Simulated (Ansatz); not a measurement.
# TbZr3H: the cost of one run

Program: Ansatz 0.2.0. Level of theory: DFT PBE, scalar-relativistic, plane waves, PAW; 4f electrons in the core of a trivalent norm-conserving potential. These are calculated values, not measurements.

## 1. The system as given

The structure is cubic, space group Pm-3m (No. 221). The conventional cell has a = 4.227 Å, b = 4.227 Å, c = 4.227 Å, α = 90.00°, β = 90.00°, γ = 90.00°. Tb (site symmetry m-3m) is surrounded by 12 Zr at 2.99 Å. Around Zr (site symmetry 4/mmm) lie 2 H at 2.11 Å. Around H (site symmetry m-3m) lie 6 Zr at 2.11 Å.

Structure file:

```
Tb Zr H
1.0
     4.22663    0.00000    0.00000
     0.00000    4.22663    0.00000
     0.00000    0.00000    4.22663
Tb Zr H
1 3 1
Direct
  0.00000 0.00000 0.00000
  0.00000 0.50000 0.50000
  0.50000 0.00000 0.50000
  0.50000 0.50000 0.00000
  0.50000 0.50000 0.50000
```

The cell is invented: species swapped into a database cell of EuBPd3 (Pm-3m, No. 221), with Tb on the Eu sites, H on the B sites and Zr on the Pd sites. Lengths come from tabulated atomic sizes and are only a guess.

## 2. Probe: one point on a coarse mesh

input.yaml

```yaml
crystal:
  lattice:
    - [4.22662768, 0.0, 0.0]
    - [0.0, 4.22662768, 0.0]
    - [0.0, 0.0, 4.22662768]
  atoms:
    - { symbol: Tb, position: [0.0, 0.0, 0.0] }
    - { symbol: Zr, position: [0.0, 0.5, 0.5] }
    - { symbol: Zr, position: [0.5, 0.0, 0.5] }
    - { symbol: Zr, position: [0.5, 0.5, 0.0] }
    - { symbol: H, position: [0.5, 0.5, 0.5] }
basis:
  ecutwfc: 690
kpoints:
  mp_grid: { grid: [4, 4, 4] }
hamiltonian:
  xc: pbe
  pseudopotentials:
    kind: paw
    azcp: { Tb: "pseudopotentials/pbe/nc/lanthanide_3plus/Tb.nc.azcp" }
scf:
  occupations: { method: gaussian, width: 0.1 }
  lower_state_search: "off"
output:
  forces: true
  stress: true
  eigenvalues: true
```

On the command line:

```sh
$ ansatz run input.yaml --threads 1 --pin off --max-ram 2560MiB --backend cpu --events-out ev --progress --plain --runs-dir out
```

What time and memory should one allow on 1 thread of Arm Neoverse V1, shared host?

About 3.7 s, with a peak of 0.35 GiB.
